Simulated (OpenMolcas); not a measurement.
# Rh⁵⁺ among point charges: CASSCF and CASPT2 levels and susceptibility

How does a field of 6 point charges split the states of Rh⁵⁺, and what χT follows?

Program: OpenMolcas 26.06. Level of theory: state-averaged CASSCF and CASPT2, spin-orbit coupling by RASSI with atomic mean-field integrals. These are calculated values, not measurements, unless marked.

### 1 The system

| Property | Result |
| --- | --- |
| Species | Rh⁵⁺ (rhodium, Z = 45, 40 electrons) |
| Basis | ANO-RCC-VDZP [6s5p3d1f], 43 functions |
| Scalar Hamiltonian | DKH2, point nucleus |
| Inactive shells | 1s 2s 2p 3s 3p 3d 4s 4p |
| Active space | 4 electrons in 5 orbitals (4d) |
| Some configurations of this space | 4d⁴ |
| Orbitals | optimised for each spin and parity, averaged over all roots |

Outer shells as boxes (Hund's rule):

4d4
```
4d [↑ ][↑ ][↑ ][↑ ][  ]
```

The ion sits among 6 point charges of -1.7 e arranged as an octahedron (Oh), 2.39 Å from the ion.

The work runs as a chain of OpenMolcas steps in one folder; each step below is one input file. Labels, J, g values, rates, χT and fits are worked out afterwards by a script from the matrices that RASSI stores. The input lists half of the charges; inversion (Group=XYZ) makes the rest.

### 2 GATEWAY and SEWARD: basis and integrals

a.inp

```
&GATEWAY
Coord
1

Rh 0.0 0.0 0.0
Basis=ANO-RCC-VDZP
Group=XYZ
NoMove
AngMom=0.0 0.0 0.0
AMFI
XField
3 Angstrom 0
2.390000 0.000000 0.000000 -1.700000
0.000000 2.390000 0.000000 -1.700000
0.000000 0.000000 2.390000 -1.700000
&SEWARD
```

Run with:

```sh
> OMP_NUM_THREADS=1 MOLCAS_MEM=1689 MOLCAS_PROJECT=a pymolcas a.inp > a.log
```

### 3 Reference wave functions, quintets of even parity, 5 roots

a.inp

```
&RASSCF
FileOrb=start.orb
Symmetry=1
Spin=5
nActEl=4 0 0
Inactive=9 9
Ras2=5 0
CIRoot=5 5 1
SDav=5
CIMx=300
Iter=120 100
PrWF=0.3
OrbListing=Nothing
MaxOrb=0
>>> COPY $Project.JobIph JOB001
```

start.orb holds the contracted functions of the basis, ordered by shell, or the orbitals of the step before.

### 4 CASSCF: triplets of even parity, 45 roots

a.inp

```
&RASSCF
FileOrb=start.orb
Symmetry=1
Spin=3
nActEl=4 0 0
Inactive=9 9
Ras2=5 0
CIRoot=45 45 1
SDav=45
CIMx=300
Iter=120 100
PrWF=0.3
OrbListing=Nothing
MaxOrb=0
>>> COPY $Project.JobIph JOB002
```

### 5 Reference wave functions, singlets of even parity, 50 roots

a.inp

```
&RASSCF
FileOrb=start.orb
Symmetry=1
Spin=1
nActEl=4 0 0
Inactive=9 9
Ras2=5 0
CIRoot=50 50 1
SDav=50
CIMx=300
Iter=120 100
PrWF=0.3
OrbListing=Nothing
MaxOrb=0
>>> COPY $Project.JobIph JOB003
```

### 6 RASSI: spin-orbit coupling between the states

a.inp

```
&RASSI
NrOfJobIphs=3 5 45 50
1 2 3 4 5
1 2 3 4 5 6 7 8 9 10 11 12 13 14 15 16 17 18 19 20 21 22 23 24 25 26 27
28 29 30 31 32 33 34 35 36 37 38 39 40 41 42 43 44 45
1 2 3 4 5 6 7 8 9 10 11 12 13 14 15 16 17 18 19 20 21 22 23 24 25 26 27
28 29 30 31 32 33 34 35 36 37 38 39 40 41 42 43 44 45 46 47 48 49 50
IphNames
JOB001
JOB002
JOB003
EJob
SpinOrbit
DIPRint=1.0
SOCoupling=1000.0
Subsets=2
Property=9
'ANGMOM' 1 'ANGMOM' 2 'ANGMOM' 3 'MLTPL  1' 1 'MLTPL  1' 2 'MLTPL  1' 3
'AMFI' 1 'AMFI' 2 'AMFI' 3
SOProperty=3
'ANGMOM' 1 'ANGMOM' 2 'ANGMOM' 3
```

### 7 CASPT2: IPEA 0.25, imaginary shift 0.1 (closed shells correlated: 4s 4p)

a.inp

```
>>> COPY JOB001 $Project.JobIph
&CASPT2
Multistate=5 1 2 3 4 5
NoMult
Frozen=8 6
IPEA=0.25
Imaginary=0.1
MaxIter=60
WThr=0.0 0.3 0.05
PrWF=0.5
NoMix
>>> COPY JOB002 $Project.JobIph
&CASPT2
Multistate=45 1 2 3 4 5 6 7 8 9 10 11 12 13 14 15 16 17 18 19 20 21 22
23 24 25 26 27 28 29 30 31 32 33 34 35 36 37 38 39 40 41 42 43 44 45
NoMult
Frozen=8 6
IPEA=0.25
Imaginary=0.1
MaxIter=60
WThr=0.0 0.3 0.05
PrWF=0.5
NoMix
>>> COPY JOB003 $Project.JobIph
&CASPT2
Multistate=50 1 2 3 4 5 6 7 8 9 10 11 12 13 14 15 16 17 18 19 20 21 22
23 24 25 26 27 28 29 30 31 32 33 34 35 36 37 38 39 40 41 42 43 44 45 46
47 48 49 50
NoMult
Frozen=8 6
IPEA=0.25
Imaginary=0.1
MaxIter=60
WThr=0.0 0.3 0.05
PrWF=0.5
NoMix
```

(Steps that only read results are left out.)

Before running it: what results should come out? Wanted: spin-free ground state; first state of the same spin within the active space; lowest level; next level.

**Answer**, as computed:

| quantity | value |
| --- | --- |
| method | SS-CASPT2, IPEA 0.25, imaginary shift 0.1 (closed shells correlated: 4s 4p) |
| spin-free ground state | 5E, 2-fold in its orbital part |
| first state of the same spin within the active space | 5T2 at 1910 cm⁻¹ |
| lowest level | 1-fold A1 |
| next level | 648.7 cm⁻¹ |
| χT at 300 K | 0.56 cm³ K/mol |
| effective moment at 300 K | 2.12 μB |

Cost by method:

| method | time of its own steps | time with the reference |
| --- | --- | --- |
| A. CASSCF | 21 s | 21 s |
| B. SS-CASPT2, IPEA 0.25, imaginary shift 0.1, +4s 4p | 5.5 s | 26 s |

Times are of one thread on a shared host.

The spin-free ground state (5E) comes to 100 % from free-ion D terms and keeps the highest spin of the shell. χT at 300 K is 0.56, against 3.01 cm³ K/mol for the spin alone, so spin-orbit coupling lowers it. An active space of the d shell alone favours high spin; real ions in strong fields can be low spin. CASPT2 does not keep the components of a term degenerate, and the means are used. An orbital doublet at a regular site is open to a Jahn-Teller distortion, which this geometry leaves out. The field of point charges can differ much from that of real complexes. With metal d orbitals alone active, the gaps between spin states are rough; where two lie within a few thousand cm-1, their order is open. Point charges carry no covalency, so the field is a model and not that of real ligands.
